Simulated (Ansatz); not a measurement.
# MnS: the cost of one run

Program: Ansatz 0.2.0, driven from Python. Level of theory: DFT LDA, plane waves, PAW. These are calculated values, not measurements.

The COD entry's cell or inner coordinates are ideal or old and differ from later refinements, so a difference from it is no clean test against experiment.

## (1) The system

It takes space group Fm-3m (No. 225, cubic). Conventional cell: a = 5.209 Å, b = 5.209 Å, c = 5.209 Å, α = 90.00°, β = 90.00°, γ = 90.00°. Mn (site symmetry m-3m) has 6 S at 2.60 Å as nearest neighbours. Around S (site symmetry m-3m) lie 6 Mn at 2.60 Å.

No structure file is read: the coordinates are typed or built in the script.

## (2) Script

run_jij.py reads:

```python
"""Pair couplings between the moments of MnS."""

import ansatz as az
import numpy as np

ECUT = 420
KMESH = (6, 6, 6)
SMEARING = "fermi_dirac"
SMEARING_WIDTH = 0.2
SCF_TOL = 1e-09
MAX_ITERATIONS = 80


def main() -> None:
    cell = (
        az.Lattice.fcc(5.209)
        .space_group(225)
        .atom("Mn", (0.0, 0.0, 0.0))
        .atom("S", (0.5, 0.0, 0.0))
        .primitive()
        .moments(Mn=4)
    )

    job = (
        cell.calculation()
        .functional(az.Functional.LDA)
        .basis(ECUT)
        .kpoints(*KMESH, shift=0.5)
        .occupations(SMEARING, width=SMEARING_WIDTH)
        .spin("collinear")
        .scf(tolerance=SCF_TOL, max_iterations=MAX_ITERATIONS, lower_state_search="off")
        .eigenstates(nscf_kmesh=(6, 6, 6))
        .exchange_couplings(magnetic=["Mn"])
    )
    couplings = job.run(threads=1).exchange_couplings().to_plain()
    for atom in couplings["atoms"]:
        print(atom["site"]["symbol"], atom["role"], "moment", round(atom["moment_mub"], 3), "muB")
    shells = {}
    for pair in couplings["pairs"]:
        key = (pair["site"], pair["partner"], round(float(np.linalg.norm(pair["displacement_ang"])), 2))
        shells.setdefault(key, []).append(1000 * pair["coupling_ev"])
    print("site partner distance (A)  count  mean J (meV)")
    for (i, j, d), values in sorted(shells.items(), key=lambda item: item[0][2])[:6]:
        print(f"{i:4d} {j:7d} {d:12.2f} {len(values):6d} {np.mean(values):13.3f}")
    print("mean-field order:", couplings["mean_field_order"])


if __name__ == "__main__":
    main()
```

## (3) What the engine is handed

The package turns the script's settings into the engine's input:

```yaml
crystal:
  lattice:
    bravais: fcc
    a: 5.209
  space_group: 225
  atoms:
    - { symbol: Mn, position: [0.0, 0.0, 0.0] }
    - { symbol: S, position: [0.5, 0.0, 0.0] }
  reduce_to_primitive: true
basis:
  ecutwfc: 420.0
kpoints:
  mp_grid:
    grid: [6, 6, 6]
    shift: [0.5, 0.5, 0.5]
hamiltonian:
  xc: lda
magnetization:
  spin_polarized: true
  per_species:
    Mn: 4.0
scf:
  max_iter: 80
  convergence:
    dr2_threshold: 1.0e-09
  lower_state_search: "off"
  occupations:
    method: fermi_dirac
    width: 0.2
output:
  eigenstates:
    nscf_kmesh:
      grid: [6, 6, 6]
    exchange_couplings:
      magnetic:
        - { species: Mn }
```

## (4) Running it

Launch:

```console
$ python run_jij.py
```

What time and memory should one allow on 1 thread of Arm Neoverse V2, shared host?

About 18 s, with a peak of 0.69 GiB.
